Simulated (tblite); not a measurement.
# C4H10Ge2O2: the cost of one run

The runs use tblite 0.8.0 and PySCF 2.14.0, with density-fitted response routines of our own; the level of theory stands in each step. All values are computed, except where a source is named. Atoms count from 0, in the outputs and in this text.

## (1) The starting structure

18 atoms, charge 0, multiplicity 1; geometry from: force field or distance geometry start.

Bonds of the start (Å): C0–C1 1.33, C1–C2 1.47, C2–C3 1.34, C3–O4 1.40, O4–Ge5 1.82, C2–O6 1.38, O6–Ge7 1.82, C0–H8 1.07, C0–H9 1.09, C1–H10 1.06, C3–H11 1.06, Ge5–H12 1.54, Ge5–H13 1.54, Ge5–H14 1.56, Ge7–H15 1.54, Ge7–H16 1.53, Ge7–H17 1.58.

## (2) Relaxing the molecule with GFN2-xTB

What the job is given:

```
{"job": {"kind": "relax", "xc": "GFN2-xTB", "basis": "xTB"}, "charge": 0, "multiplicity": 1}
C      0.920400     2.600000     0.963500
C      0.511800     2.124300    -0.214700
C      0.164100     0.701200    -0.232900
C     -0.258800     0.100900    -1.352700
O     -0.578500    -1.256600    -1.258500
Ge    -2.277700    -1.666300    -0.749600
O      0.232900    -0.064800     0.915400
Ge     1.570600    -1.295700     1.040200
H      1.210800     3.613600     1.136200
H      0.939200     1.930400     1.820900
H      0.447600     2.698200    -1.108100
H     -0.340700     0.640500    -2.267200
H     -3.208700    -1.394300    -1.951800
H     -2.318700    -3.144600    -0.326200
H     -2.753300    -0.692300     0.374100
H      2.920200    -0.653300     0.675400
H      1.637300    -1.786400     2.487400
H      1.172800    -2.448300     0.036900
```

Command:

```console
OMP_NUM_THREADS=1 python probes_run.py task.json out
```

The driver reads the jobs from task.json and runs them one after another.

Q: Estimate the wall time and peak memory of this first job on 1 thread of Arm Neoverse V1, shared host.

About 1.9 s, with a peak of 0.18 GiB.
